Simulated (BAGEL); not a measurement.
# quartet SnHClOF, step by step

Wanted: the energy (quartet SnHClOF, UHF/x2c-SV(P)all), then the energy (doublet SnHClOF, UHF/x2c-SVPall), then the energy (quartet SnHClOF, UHF/x2c-SVPall), then a single-point energy (doublet SnHClOF, UHF/x2c-TZVPall), then a single-point energy (quartet SnHClOF, UHF/x2c-TZVPall) of ClFHOSn. 

Program for the calculation: BAGEL 1.2.2.

1 further run of the same task is left out (set aside as unsound or not needed).

**1. The system as given**

The species is SnHClOF (5 atoms), meant as a quartet with charge 0. SMILES of the parent species: `[O][SnH]([F])[Cl]`. The coordinates come from a PBE0-D4/def2-TZVP relaxation. That shape belongs to the parent species and isn't relaxed for this state.

Bond lengths: O1–Sn2 1.971 Å, Sn2–F3 1.903 Å, Sn2–Cl4 2.291 Å, Sn2–H5 1.690 Å. Angles: O1–Sn2–F3 106.9°, O1–Sn2–Cl4 106.9°, F3–Sn2–Cl4 105.0°, O1–Sn2–H5 112.1°, F3–Sn2–H5 109.4°, Cl4–Sn2–H5 115.9°.

**2. The energy at UHF/x2c-SV(P)all (DKH2, density fitting with AutoAux, property spin gap) (run 1)**

File input.json:

```json
{ "bagel" : [

{
  "title" : "molecule",
  "basis" : "x2c-sv_p_all.json",
  "df_basis" : "x2c-sv_p_all-autoaux.json",
  "angstrom" : "true",
  "dkh" : "true",
  "geometry" : [
    { "atom" : "O", "xyz" : [    0.988600,    1.257600,    1.105400 ] },
    { "atom" : "Sn", "xyz" : [   -0.037900,    0.084300,   -0.100700 ] },
    { "atom" : "F", "xyz" : [    1.227900,   -0.923300,   -1.103200 ] },
    { "atom" : "Cl", "xyz" : [   -1.108700,   -1.453900,    1.216200 ] },
    { "atom" : "H", "xyz" : [   -1.020100,    0.961700,   -1.159200 ] }
  ]
},
{ "title" : "uhf", "nopen" : 3 },
{ "title" : "print", "file" : "orbitals.molden", "orbitals" : "true" }

]}
```

The basis set x2c-SV(P)all is read from a file made from the Basis Set Exchange's data (not shown).

Command:

```bash
$ BAGEL_NUM_THREADS=1 BAGEL input.json > input.out
```

Output:

```text
* using 1 threads per process

  ===============================================================
  ===============================================================

  *** Geometry ***

  { "atom" : "O", "xyz" : [      1.868183,      2.376520,      2.088903 ] },
  { "atom" : "Sn", "xyz" : [     -0.071621,      0.159304,     -0.190295 ] },
  { "atom" : "F", "xyz" : [      2.320395,     -1.744784,     -2.084746 ] },
  { "atom" : "Cl", "xyz" : [     -2.095139,     -2.747473,      2.298285 ] },
  { "atom" : "H", "xyz" : [     -1.927710,      1.817350,     -2.190571 ] },

  Number of auxiliary basis functions:      753

  Since a DF basis is specified, we compute 2- and 3-index integrals:
    o Being stored without compression. Storage requirement is 0.043 GB

  Number of basis functions:       84
  Number of electrons      :       85

    * METHOD: MOLECULE                             0.46

  *** Open-shell HF ***

  === Nuclear Repulsion ===
   507.7016917404

      * DIIS with orbital gradients will be used.

  === UHF iteration (x2c-sv_p_all.json) ===
      0      -6806.04423107          0.05081601           0.38
      1      -6804.32235440          0.09383028           0.38
      2      -6801.62937632          0.12262222           0.37
      3      -6806.70852421          0.02157304           0.37
      4      -6806.88446142          0.00917531           0.38
      5      -6806.91287218          0.00358569           0.37
      6      -6806.92317824          0.00144239           0.37
      7      -6806.92650631          0.00087219           0.37
      8      -6806.92892513          0.00068877           0.38
      9      -6806.93096087          0.00044339           0.37
[... 31 lines of this table left out ...]
     41      -6806.93302260          0.00000003           0.37
     42      -6806.93302260          0.00000002           0.38
     43      -6806.93302260          0.00000001           0.38
     44      -6806.93302260          0.00000001           0.38
    * SCF iteration converged.

    * S^2 (UHF) is 3.7738

    * Permanent dipole moment:
           (   -0.271486,    -1.646525,    -0.551184) a.u.

    * METHOD: UHF                                 17.40

    * METHOD: PRINT                                0.01

  ===============================================================
```

Run time: 18 s. Hardware: 1 thread of Arm Neoverse V2, shared host; peak memory 0.2 GiB.

**3. The doublet: a single-point energy at UHF/x2c-SVPall (DKH2, density fitting with AutoAux, property spin gap) (run 2)**

File calc.json:

```json
{ "bagel": [

{
  "title": "molecule",
  "basis": "x2c-svpall.json",
  "df_basis": "x2c-svpall-autoaux.json",
  "angstrom": "true",
  "dkh": "true",
  "geometry": [
    { "atom": "O", "xyz": [       0.988600,       1.257600,       1.105400 ] },
    { "atom": "Sn", "xyz": [      -0.037900,       0.084300,      -0.100700 ] },
    { "atom": "F", "xyz": [       1.227900,      -0.923300,      -1.103200 ] },
    { "atom": "Cl", "xyz": [      -1.108700,      -1.453900,       1.216200 ] },
    { "atom": "H", "xyz": [      -1.020100,       0.961700,      -1.159200 ] }
  ]
},

{
  "title": "uhf",
  "nopen": 1
},

{
  "title": "print",
  "file": "orbitals.molden",
  "orbitals": "true"
}

]}
```

The basis set x2c-SVPall is read from a file made from the Basis Set Exchange's data (not shown).

Command:

```bash
$ BAGEL_NUM_THREADS=1 BAGEL calc.json > calc.out
```

Output:

```text
* using 1 threads per process

  ===============================================================
  ===============================================================

  *** Geometry ***

  { "atom" : "O", "xyz" : [      1.868183,      2.376520,      2.088903 ] },
  { "atom" : "Sn", "xyz" : [     -0.071621,      0.159304,     -0.190295 ] },
  { "atom" : "F", "xyz" : [      2.320395,     -1.744784,     -2.084746 ] },
  { "atom" : "Cl", "xyz" : [     -2.095139,     -2.747473,      2.298285 ] },
  { "atom" : "H", "xyz" : [     -1.927710,      1.817350,     -2.190571 ] },

  Number of auxiliary basis functions:      764

  Since a DF basis is specified, we compute 2- and 3-index integrals:
    o Being stored without compression. Storage requirement is 0.046 GB

  Number of basis functions:       87
  Number of electrons      :       85

    * METHOD: MOLECULE                             0.48

  *** Open-shell HF ***

  === Nuclear Repulsion ===
   507.7016917404

      * DIIS with orbital gradients will be used.

  === UHF iteration (x2c-svpall.json) ===
      0      -6806.45475748          0.04750758           0.41
      1      -6805.83990172          0.07731323           0.40
      2      -6805.48555308          0.07912458           0.40
      3      -6807.05359407          0.01479339           0.40
      4      -6807.11752121          0.00509087           0.40
      5      -6807.12547879          0.00191896           0.40
      6      -6807.12744196          0.00065656           0.40
      7      -6807.12792144          0.00045945           0.40
      8      -6807.12838457          0.00036388           0.40
      9      -6807.12884485          0.00025409           0.41
[... 33 lines of this table left out ...]
     43      -6807.12921211          0.00000003           0.40
     44      -6807.12921211          0.00000002           0.40
     45      -6807.12921211          0.00000001           0.40
     46      -6807.12921211          0.00000001           0.40
    * SCF iteration converged.

    * S^2 (UHF) is 0.7587

    * Permanent dipole moment:
           (    0.945169,    -0.588109,     0.471142) a.u.

    * METHOD: UHF                                 19.40

    * METHOD: PRINT                                0.01

  ===============================================================
```

It took 20 s on 1 thread of Arm Neoverse V2, shared host; peak memory 0.21 GiB.

**4. The energy at UHF/x2c-SVPall (DKH2, density fitting with AutoAux, property spin gap) (run 3)**

File input.json:

```json
{ "bagel" : [

{
  "title" : "molecule",
  "basis" : "x2c-svpall.json",
  "df_basis" : "x2c-svpall-autoaux.json",
  "angstrom" : true,
  "dkh" : true,
  "geometry" : [
    { "atom" : "O", "xyz" : [    0.988600,    1.257600,    1.105400 ] },
    { "atom" : "Sn", "xyz" : [   -0.037900,    0.084300,   -0.100700 ] },
    { "atom" : "F", "xyz" : [    1.227900,   -0.923300,   -1.103200 ] },
    { "atom" : "Cl", "xyz" : [   -1.108700,   -1.453900,    1.216200 ] },
    { "atom" : "H", "xyz" : [   -1.020100,    0.961700,   -1.159200 ] }
  ]
},
{
  "title" : "uhf",
  "nopen" : 3
},
{
  "title" : "print",
  "file" : "orbitals.molden",
  "orbitals" : true
}

]}
```

The basis set x2c-SVPall is read from a file made from the Basis Set Exchange's data (not shown).

Command:

```bash
$ BAGEL_NUM_THREADS=1 BAGEL input.json > input.out
```

Output:

```text
* using 1 threads per process

  ===============================================================
  ===============================================================

  *** Geometry ***

  { "atom" : "O", "xyz" : [      1.868183,      2.376520,      2.088903 ] },
  { "atom" : "Sn", "xyz" : [     -0.071621,      0.159304,     -0.190295 ] },
  { "atom" : "F", "xyz" : [      2.320395,     -1.744784,     -2.084746 ] },
  { "atom" : "Cl", "xyz" : [     -2.095139,     -2.747473,      2.298285 ] },
  { "atom" : "H", "xyz" : [     -1.927710,      1.817350,     -2.190571 ] },

  Number of auxiliary basis functions:      764

  Since a DF basis is specified, we compute 2- and 3-index integrals:
    o Being stored without compression. Storage requirement is 0.046 GB

  Number of basis functions:       87
  Number of electrons      :       85

    * METHOD: MOLECULE                             0.50

  *** Open-shell HF ***

  === Nuclear Repulsion ===
   507.7016917404

      * DIIS with orbital gradients will be used.

  === UHF iteration (x2c-svpall.json) ===
      0      -6806.04540492          0.04920419           0.41
      1      -6804.31198564          0.09199742           0.40
      2      -6801.57466441          0.11942841           0.41
      3      -6806.70329888          0.02160828           0.40
      4      -6806.88681096          0.00899258           0.40
      5      -6806.91575236          0.00347419           0.40
      6      -6806.92610395          0.00140343           0.40
      7      -6806.92945444          0.00086755           0.40
      8      -6806.93195254          0.00067829           0.41
      9      -6806.93400489          0.00042877           0.40
[... 32 lines of this table left out ...]
     42      -6806.93605041          0.00000002           0.40
     43      -6806.93605041          0.00000002           0.40
     44      -6806.93605041          0.00000001           0.40
     45      -6806.93605041          0.00000001           0.40
    * SCF iteration converged.

    * S^2 (UHF) is 3.7732

    * Permanent dipole moment:
           (   -0.265273,    -1.652597,    -0.546329) a.u.

    * METHOD: UHF                                 18.93

    * METHOD: PRINT                                0.01

  ===============================================================
```

It took 20 s on 1 thread of Arm Neoverse V2, shared host; peak memory 0.21 GiB.

Run 4 isn't shown in full; the table further down has it.

**5. The energy at UHF/x2c-TZVPall (DKH2, density fitting with AutoAux, property spin gap) (run 5)**

File hf.json:

```json
{ "bagel" : [

{
  "title" : "molecule",
  "basis" : "x2c-tzvpall.json",
  "df_basis" : "x2c-tzvpall-autoaux.json",
  "angstrom" : true,
  "dkh" : true,
  "geometry" : [
    { "atom" : "O", "xyz" : [    0.988600,    1.257600,    1.105400 ] },
    { "atom" : "Sn", "xyz" : [   -0.037900,    0.084300,   -0.100700 ] },
    { "atom" : "F", "xyz" : [    1.227900,   -0.923300,   -1.103200 ] },
    { "atom" : "Cl", "xyz" : [   -1.108700,   -1.453900,    1.216200 ] },
    { "atom" : "H", "xyz" : [   -1.020100,    0.961700,   -1.159200 ] }
  ]
},
{ "title" : "uhf", "nopen" : 3 },
{ "title" : "print", "file" : "orbitals.molden", "orbitals" : true }

]}
```

The basis set x2c-TZVPall is read from a file made from the Basis Set Exchange's data (not shown).

Command:

```bash
$ BAGEL_NUM_THREADS=1 BAGEL hf.json > hf.out
```

Output:

```text
* using 1 threads per process

  ===============================================================
  ===============================================================

  *** Geometry ***

  { "atom" : "O", "xyz" : [      1.868183,      2.376520,      2.088903 ] },
  { "atom" : "Sn", "xyz" : [     -0.071621,      0.159304,     -0.190295 ] },
  { "atom" : "F", "xyz" : [      2.320395,     -1.744784,     -2.084746 ] },
  { "atom" : "Cl", "xyz" : [     -2.095139,     -2.747473,      2.298285 ] },
  { "atom" : "H", "xyz" : [     -1.927710,      1.817350,     -2.190571 ] },

  Number of auxiliary basis functions:     1135

  Since a DF basis is specified, we compute 2- and 3-index integrals:
    o Being stored without compression. Storage requirement is 0.247 GB

  Number of basis functions:      165
  Number of electrons      :       85

    * METHOD: MOLECULE                             1.79

  *** Open-shell HF ***

  === Nuclear Repulsion ===
   507.7016917404

      * DIIS with orbital gradients will be used.

  === UHF iteration (x2c-tzvpall.json) ===
      0      -6806.90975899          0.04394538           1.85
      1      -6803.67144116          0.08668371           1.88
      2      -6791.60969377          0.11986923           1.88
      3      -6807.08539738          0.03937656           1.88
      4      -6807.75449215          0.01919953           1.86
      5      -6807.90083308          0.00914365           1.82
      6      -6807.95707197          0.00282803           1.84
      7      -6807.96778952          0.00117750           1.84
      8      -6807.97302884          0.00090129           1.84
      9      -6807.97756206          0.00062991           1.85
[... 37 lines of this table left out ...]
     47      -6807.98325187          0.00000003           1.85
     48      -6807.98325187          0.00000002           1.84
     49      -6807.98325187          0.00000002           1.83
     50      -6807.98325187          0.00000001           1.84
    * SCF iteration converged.

    * S^2 (UHF) is 3.7740

    * Permanent dipole moment:
           (   -0.340494,    -1.673456,    -0.599665) a.u.

    * METHOD: UHF                                 96.86

    * METHOD: PRINT                                0.04

  ===============================================================
```

It took 99 s on 1 thread of Arm Neoverse V2, shared host; peak memory 0.62 GiB.

**6. Overview of the runs**

```
run                                                                     level     partner   energy (Eh)  dipole moment (D)   ⟨S²⟩  wall time
  1  UHF/x2c-SV(P)all (DKH2, density fitting with AutoAux, property spin gap)  other spin  -6806.933023               4.47  3.774       18 s
  2    UHF/x2c-SVPall (DKH2, density fitting with AutoAux, property spin gap)        base  -6807.129212               3.07  0.759       20 s
  3    UHF/x2c-SVPall (DKH2, density fitting with AutoAux, property spin gap)  other spin  -6806.936050               4.48  3.773       20 s
  4   UHF/x2c-TZVPall (DKH2, density fitting with AutoAux, property spin gap)        base  -6808.175026               2.94  0.760       83 s
  5   UHF/x2c-TZVPall (DKH2, density fitting with AutoAux, property spin gap)  other spin  -6807.983252               4.60  3.774       99 s
```

**7. What came out**

```
                                                         quantity           value
                             run 5, UHF/x2c-TZVPall: total energy  -6807.98325 Eh
                            run 5, UHF/x2c-TZVPall: dipole moment          4.60 D
                                     run 5, UHF/x2c-TZVPall: ⟨S²⟩           3.774
 vertical energy of the quartet above the doublet, UHF/x2c-SVPall        5.256 eV
vertical energy of the quartet above the doublet, UHF/x2c-TZVPall        5.218 eV
```

In words: At UHF/x2c-SVPall: at this shape the quartet lies 5.26 eV (507 kJ/mol) above the doublet. At UHF/x2c-TZVPall: at this shape the quartet lies 5.22 eV (504 kJ/mol) above the doublet. Over runs 1, 3, 5 the dipole moment (its size) runs from 4.47 D (UHF/x2c-SV(P)all) to 4.60 D (UHF/x2c-TZVPall). All runs together took 4 min, the longest 99 s.
